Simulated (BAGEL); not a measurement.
**BSiH3OF2 (SMILES FB(F)O[SiH3]): HF/6-31G(d) (density fitting with qzvpp-jkfit, spherical functions)**

What is the vertical ionisation energy of BSiH3OF2 at HF/6-31G* (density fitting with qzvpp-jkfit, spherical functions)? 

Program for the calculation: BAGEL 1.2.2.

4 further runs of the same task are left out: 2 that didn't finish, 2 set aside as unsound or not needed. Runs told in other sessions of the task aren't counted.

**1. The molecule**

The species is BSiH3OF2 (8 atoms), meant as a singlet with charge 0. SMILES: `FB(F)O[SiH3]`. The shape is that of a PBE0-D4/def2-TZVP optimisation.

Bond lengths: F1–B2 1.319 Å, B2–F3 1.328 Å, B2–O4 1.339 Å, O4–Si5 1.661 Å, Si5–H6 1.483 Å, Si5–H7 1.479 Å, Si5–H8 1.483 Å. Angles: F1–B2–F3 117.6°, F1–B2–O4 120.5°, F3–B2–O4 121.9°, B2–O4–Si5 133.7°, O4–Si5–H6 109.6°, O4–Si5–H7 106.3°, O4–Si5–H8 109.6°, H6–Si5–H7 110.5°, H6–Si5–H8 110.2°, H7–Si5–H8 110.5°.

**2. The energy at HF/6-31G(d) (density fitting with qzvpp-jkfit, spherical functions)**

File calc.json:

```json
{ "bagel" : [

{
  "title" : "molecule",
  "basis" : "6-31gs.json",
  "df_basis" : "qzvpp-jkfit",
  "angstrom" : true,
  "geometry" : [
    { "atom" : "F", "xyz" : [    1.644600,   -1.936200,    1.091800 ] },
    { "atom" : "B", "xyz" : [    0.585700,   -1.261700,    0.687700 ] },
    { "atom" : "F", "xyz" : [   -0.607700,   -1.793900,    0.922400 ] },
    { "atom" : "O", "xyz" : [    0.726600,   -0.084400,    0.064800 ] },
    { "atom" : "Si", "xyz" : [   -0.345100,    1.014900,   -0.568200 ] },
    { "atom" : "H", "xyz" : [   -1.234600,    1.517600,    0.506100 ] },
    { "atom" : "H", "xyz" : [    0.469500,    2.116500,   -1.124900 ] },
    { "atom" : "H", "xyz" : [   -1.146900,    0.370000,   -1.635500 ] }
  ]
},
{ "title" : "hf" },
{ "title" : "print", "file" : "orbitals.molden", "orbitals" : true }

]}
```

The basis set 6-31G* is read from a file made from the Basis Set Exchange's data (not shown).

Command:

```console
$ BAGEL_NUM_THREADS=1 BAGEL calc.json > calc.out
```

Output:

```text
* using 1 threads per process

  ===============================================================
  ===============================================================

  *** Geometry ***

  { "atom" : "F", "xyz" : [      3.107844,     -3.658888,      2.063203 ] },
  { "atom" : "B", "xyz" : [      1.106813,     -2.384267,      1.299565 ] },
  { "atom" : "F", "xyz" : [     -1.148387,     -3.389980,      1.743083 ] },
  { "atom" : "O", "xyz" : [      1.373075,     -0.159493,      0.122454 ] },
  { "atom" : "Si", "xyz" : [     -0.652144,      1.917883,     -1.073742 ] },
  { "atom" : "H", "xyz" : [     -2.333056,      2.867848,      0.956390 ] },
  { "atom" : "H", "xyz" : [      0.887226,      3.999605,     -2.125753 ] },
  { "atom" : "H", "xyz" : [     -2.167327,      0.699199,     -3.090647 ] },

  Number of auxiliary basis functions:      488

  Since a DF basis is specified, we compute 2- and 3-index integrals:
    o Being stored without compression. Storage requirement is 0.025 GB

  Number of basis functions:       80
  Number of electrons      :       48

    * METHOD: MOLECULE                             0.27

  *** RHF ***

  === Nuclear Repulsion ===
   220.4289584887

      * DIIS with orbital gradients will be used.

  === RHF iteration (6-31gs.json) ===
      0       -589.05345089          0.02330175           0.06
      1       -589.23160749          0.01423836           0.06
      2       -589.30748674          0.00114980           0.16
      3       -589.30838241          0.00037589           0.05
      4       -589.30844429          0.00007905           0.15
      5       -589.30844823          0.00001956           0.05
      6       -589.30844851          0.00000608           0.11
      7       -589.30844854          0.00000157           0.17
      8       -589.30844854          0.00000071           0.05
      9       -589.30844854          0.00000024           0.05
     10       -589.30844854          0.00000008           0.08
     11       -589.30844854          0.00000003           0.11
     12       -589.30844854          0.00000001           0.07
    * SCF iteration converged.

    * Permanent dipole moment:
           (    0.353780,    -0.578413,     0.324200) a.u.

    * METHOD: HF                                   1.32

    * METHOD: PRINT                                0.02

  ===============================================================
```

Wall time 1.9 s (1 thread of AMD EPYC 9B14 (Zen 4), shared host).

**3. The doublet cation**

File job.json:

```json
{ "bagel": [

{
  "title": "molecule",
  "basis": "6-31gs.json",
  "df_basis": "qzvpp-jkfit",
  "angstrom": true,
  "geometry": [
    { "atom": "F", "xyz": [    1.644600,   -1.936200,    1.091800 ] },
    { "atom": "B", "xyz": [    0.585700,   -1.261700,    0.687700 ] },
    { "atom": "F", "xyz": [   -0.607700,   -1.793900,    0.922400 ] },
    { "atom": "O", "xyz": [    0.726600,   -0.084400,    0.064800 ] },
    { "atom": "Si", "xyz": [   -0.345100,    1.014900,   -0.568200 ] },
    { "atom": "H", "xyz": [   -1.234600,    1.517600,    0.506100 ] },
    { "atom": "H", "xyz": [    0.469500,    2.116500,   -1.124900 ] },
    { "atom": "H", "xyz": [   -1.146900,    0.370000,   -1.635500 ] }
  ]
},
{
  "title": "rohf",
  "charge": 1,
  "nopen": 1
},
{
  "title": "print",
  "file": "orbitals.molden",
  "orbitals": true
}

]}
```

The basis set 6-31G* is read from a file made from the Basis Set Exchange's data (not shown).

Command:

```console
$ BAGEL_NUM_THREADS=1 BAGEL job.json > job.out
```

Output:

```text
* using 1 threads per process

  ===============================================================
  ===============================================================

  *** Geometry ***

  { "atom" : "F", "xyz" : [      3.107844,     -3.658888,      2.063203 ] },
  { "atom" : "B", "xyz" : [      1.106813,     -2.384267,      1.299565 ] },
  { "atom" : "F", "xyz" : [     -1.148387,     -3.389980,      1.743083 ] },
  { "atom" : "O", "xyz" : [      1.373075,     -0.159493,      0.122454 ] },
  { "atom" : "Si", "xyz" : [     -0.652144,      1.917883,     -1.073742 ] },
  { "atom" : "H", "xyz" : [     -2.333056,      2.867848,      0.956390 ] },
  { "atom" : "H", "xyz" : [      0.887226,      3.999605,     -2.125753 ] },
  { "atom" : "H", "xyz" : [     -2.167327,      0.699199,     -3.090647 ] },

  Number of auxiliary basis functions:      488

  Since a DF basis is specified, we compute 2- and 3-index integrals:
    o Being stored without compression. Storage requirement is 0.025 GB

  Number of basis functions:       80
  Number of electrons      :       48

    * METHOD: MOLECULE                             0.21

  *** Open-shell HF ***

  === Nuclear Repulsion ===
   220.4289584887

      * DIIS with orbital gradients will be used.

  === ROHF iteration (6-31gs.json) ===
      0       -588.54836410          0.04835995           0.11
      1       -588.75014092          0.03174091           0.10
      2       -588.80707973          0.02020152           0.10
      3       -588.84933368          0.00149801           0.11
      4       -588.84940682          0.00062171           0.10
      5       -588.84948194          0.00008437           0.10
      6       -588.84948932          0.00005227           0.10
      7       -588.84949263          0.00004904           0.10
      8       -588.84949491          0.00005094           0.11
      9       -588.84949678          0.00004949           0.10
     10       -588.84949518          0.00004534           0.11
     11       -588.84949160          0.00004090           0.11
     12       -588.84948900          0.00003510           0.10
     13       -588.84948630          0.00002428           0.11
     14       -588.84948444          0.00001356           0.11
     15       -588.84948788          0.00000752           0.10
     16       -588.84948906          0.00000528           0.10
     17       -588.84949132          0.00000452           0.10
     18       -588.84949101          0.00000432           0.11
     19       -588.84949101          0.00000457           0.10
     20       -588.84949189          0.00000348           0.10
     21       -588.84949146          0.00000283           0.10
     22       -588.84949120          0.00000147           0.10
     23       -588.84949097          0.00000059           0.11
     24       -588.84949112          0.00000031           0.10
     25       -588.84949110          0.00000015           0.11
     26       -588.84949115          0.00000009           0.10
     27       -588.84949116          0.00000007           0.10
     28       -588.84949116          0.00000003           0.10
     29       -588.84949116          0.00000003           0.10
     30       -588.84949116          0.00000002           0.10
     31       -588.84949116          0.00000001           0.11
     32       -588.84949116          0.00000001           0.10
    * SCF iteration converged.

    * S^2 (ROHF) is 0.7500

    * Permanent dipole moment:
           (    1.854221,    -2.817767,     1.583967) a.u.

    * METHOD: ROHF                                 3.59

    * METHOD: PRINT                                0.02

  ===============================================================
```

It took 4.2 s on 1 thread of AMD EPYC 9B14 (Zen 4), shared host.

**4. What came out**

Level: HF/6-31G* (density fitting with qzvpp-jkfit, spherical functions).

| quantity | value |
| --- | --- |
| singlet BSiH3OF2: total energy | -589.30845 Eh |
| singlet BSiH3OF2: dipole moment | 1.91 D |
| singlet BSiH3OF2: HOMO energy | -13.14 eV |
| singlet BSiH3OF2: LUMO energy | 3.37 eV |
| singlet BSiH3OF2: HOMO–LUMO gap | 16.52 eV |
| doublet cation: total energy | -588.84949 Eh |
| doublet cation: ⟨S²⟩ | 0.750 |
| vertical ionisation energy (to the doublet cation) | 12.489 eV |

What this shows: The vertical ionisation energy comes to 12.49 eV (1205 kJ/mol). The negative HOMO energy of the first species, 13.14 eV, lies 0.66 eV above that difference.
